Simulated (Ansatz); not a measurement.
# AsF₃ (quintet): from Hartree-Fock to the top rungs, cc-pVDZ

The task here is to estimate one member of a computed series from the others.

Program: Ansatz 0.2.0, Gaussian basis. Level of theory: cc-pVDZ, core rule «outside noble gas», up to 17 orbitals frozen. These are calculated values, not measurements.

To be run: UHF; CCSD(T) on ROHF; CCSD(T) on UHF; BCCD(T) on ROHF; CCSDT(Q) on ROHF; CCSDT(Q) on UHF; CASSCF and MRCISD+Q, 20 electrons in 13 orbitals; CASSCF and NEVPT2, 20 electrons in 13 orbitals.

10 further runs of the same task are left out: 2 for a known fault of the program, 2 that didn't finish, 6 set aside as unsound or not needed. Runs told in other sessions of the task aren't counted.

## The system

The geometry is a PBE0/def2-TZVP stationary point (not a proven minimum) of the parent state, kept for this charge and spin. No spin-orbit coupling is included. The filled d shell of As may be among the frozen orbitals whatever the setting's name suggests.

4 atoms, charge 0, spin multiplicity 5.

Atoms are counted from 1 here; the program's logs count them from 0.

Bond lengths: As1–F2 1.710 Å, As1–F3 1.781 Å, As1–F4 1.781 Å. Angles: F2–As1–F3 100.0°, F2–As1–F4 100.0°, F3–As1–F4 160.1°.

Set-up of the first run:

The input, in.yaml:

```yaml
crystal:
  periodic: [false, false, false]
  atoms:
    - {symbol: As, position_ang: [0.000000, -0.157588, 0.000000]}
    - {symbol: F, position_ang: [0.000000, 1.552094, 0.000000]}
    - {symbol: F, position_ang: [0.000000, -0.465316, 1.753861]}
    - {symbol: F, position_ang: [0.000000, -0.465316, -1.753861]}
basis:
  gaussian: {orbitals: cc-pVDZ}
magnetization: {spin_polarized: true, initial_magnetization: 4}
hamiltonian: {xc: hf}
output: {orbitals: {seedname: orbitals}}
```

Command:

```sh
ansatz run in.yaml --threads 1 --pin off --events-out ev --progress --plain --max-ram 4096MiB --backend cpu
```

Steps of the session up to this table: UHF; CCSD(T) on ROHF; CCSD(T) on UHF; BCCD(T) on ROHF; CCSDT(Q) on ROHF; CCSDT(Q) on UHF; CASSCF and MRCISD+Q, 20 electrons in 13 orbitals; CASSCF and NEVPT2, 20 electrons in 13 orbitals.

One table of the session follows, with a row left open; its other results are not shown here.

It belongs to the step «Misses and costs». 

```
          method  from RCCSDT(Q) (kJ/mol)
            ROHF                  +1717.2
             UHF                  +1678.3
            RMP2                   +113.6
            UMP2                   +121.6
           RCCSD                    +54.6
           UCCSD                    +52.2
        RCCSD(T)                    +17.8
        UCCSD(T)                    +17.2
         BCCD(T)                    +15.9
          RCCSDT                     +5.5
          UCCSDT                     +4.7
       RCCSDT(Q)                        0
       UCCSDT(Q)                     -5.5
  CASSCF valence                  +1614.6
  NEVPT2 valence                   +184.4
  MRCISD valence                   +205.4
MRCISD+Q valence                        ?
```

Q: Estimate the row for MRCISD+Q valence from the others.

**Answer.** from RCCSDT(Q) (kJ/mol): +55.8. In the column «from RCCSDT(Q) (kJ/mol)» it lies between RCCSD (+54.6) and RMP2 (+113.6).

Limits of these values: Restricted and unrestricted rows rest on different reference determinants; a gap between their highest levels can come from leftover correlation error, from unlike frozen cores or from another state.
